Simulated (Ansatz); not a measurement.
**H6O2SiSn: one species, many methods**

The task here is to estimate one member of a computed series from the others.

Program: Ansatz 0.2.0, Gaussian basis. Level of theory: functionals in def2-TZVPP, the program's frozen cores in correlated methods. These are calculated values, not measurements.

The runs, in order: PBE-D4, r2SCAN-D4, PBE0-D4, B3LYP-D4, ωB97X-V, ωB97M-V, B2PLYP; CCSD(T)/def2-TZVPP; MP2/def2-QZVPP; extrapolation to the limit.

### The geometry

The geometry comes from an earlier relaxation with PBE0-D4 in a triple-zeta def2 set; it is a stationary point, not always the lowest conformer. Sn takes the def2 core potential; no spin-orbit term is included.

10 atoms, charge 0, spin multiplicity 1.

Atoms are counted from 1 here; the program's logs count them from 0.

Bond lengths: O1–Si2 1.654 Å, O1–H5 0.958 Å, Si2–Sn3 2.583 Å, Si2–H6 1.492 Å, Si2–H7 1.482 Å, Sn3–O4 1.978 Å, Sn3–H8 1.706 Å, Sn3–H9 1.719 Å, O4–H10 0.960 Å. Angles: Si2–O1–H5 117.8°, O1–Si2–Sn3 111.1°, O1–Si2–H6 111.5°, O1–Si2–H7 105.6°, Sn3–Si2–H6 109.4°, Sn3–Si2–H7 109.9°, H6–Si2–H7 109.2°, Si2–Sn3–O4 108.8°, Si2–Sn3–H8 115.8°, Si2–Sn3–H9 112.4°, O4–Sn3–H8 102.3°, O4–Sn3–H9 107.0°, H8–Sn3–H9 109.7°, Sn3–O4–H10 112.8°.

Set-up of the first run:

in.yaml

```yaml
crystal:
  periodic: [false, false, false]
  atoms:
    - {symbol: O, position_ang: [-1.930806, 1.076168, 0.180390]}
    - {symbol: Si, position_ang: [-0.301912, 1.286845, 0.372969]}
    - {symbol: Sn, position_ang: [0.964917, -0.946751, 0.091797]}
    - {symbol: O, position_ang: [0.769342, -1.558656, -1.779320]}
    - {symbol: H, position_ang: [-2.395708, 0.561128, 0.841104]}
    - {symbol: H, position_ang: [0.018476, 1.874684, 1.706186]}
    - {symbol: H, position_ang: [0.105417, 2.236411, -0.689715]}
    - {symbol: H, position_ang: [2.658947, -0.867105, 0.272522]}
    - {symbol: H, position_ang: [0.332662, -2.190891, 1.095974]}
    - {symbol: H, position_ang: [-0.138235, -1.522933, -2.089008]}
basis:
  gaussian: {orbitals: def2-TZVPP}
hamiltonian: {xc: pbe, dispersion: d4}
output: {forces: true, orbitals: {seedname: orbitals}}
```

Command:

```bash
> ansatz run in.yaml --threads 4 --pin off --events-out ev --progress --plain --max-ram 10444MiB
```

Steps of the session up to this table: PBE-D4 (GGA); r2SCAN-D4 (meta-GGA); PBE0-D4 (hybrid); B3LYP-D4 (hybrid); ωB97X-V (range-separated); ωB97M-V (range-separated); B2PLYP (double hybrid); CCSD(T) in def2-TZVPP; MP2 in def2-QZVPP.

One table of the session follows, with a row left open; its other results are not shown here.

```
            method  atomisation energy (kJ/mol)
            PBE-D4                       3070.0
         r2SCAN-D4                       3061.2
           PBE0-D4                       3009.8
          B3LYP-D4                       3048.0
           ωB97X-V                       3088.9
           ωB97M-V                       3066.4
            B2PLYP                            ?
     HF/def2-TZVPP                       2125.1
    MP2/def2-TZVPP                       3014.1
   CCSD/def2-TZVPP                       2951.6
CCSD(T)/def2-TZVPP                       2997.4
           MP2/CBS                       3118.5
       CCSD(T)/CBS                       3101.8
```

Estimate the missing values for B2PLYP.

As computed: atomisation energy (kJ/mol): 3016.5. In the column «atomisation energy (kJ/mol)» it lies between MP2/def2-TZVPP (3014.1) and B3LYP-D4 (3048.0).

Among the levels timed on like hardware and quicker than the yardstick, those that no quicker one beats, quickest first: PBE-D4 (1.8 s, -31.9 kJ/mol); ωB97X-V (6.5 s, -12.9 kJ/mol).

B2PLYP carry no dispersion term (for B3LYP, D4 adds 31.5 kJ/mol).

Limits of these values: All levels share the lack of spin-orbit coupling, which lowers the free heavy atoms and so the true binding.
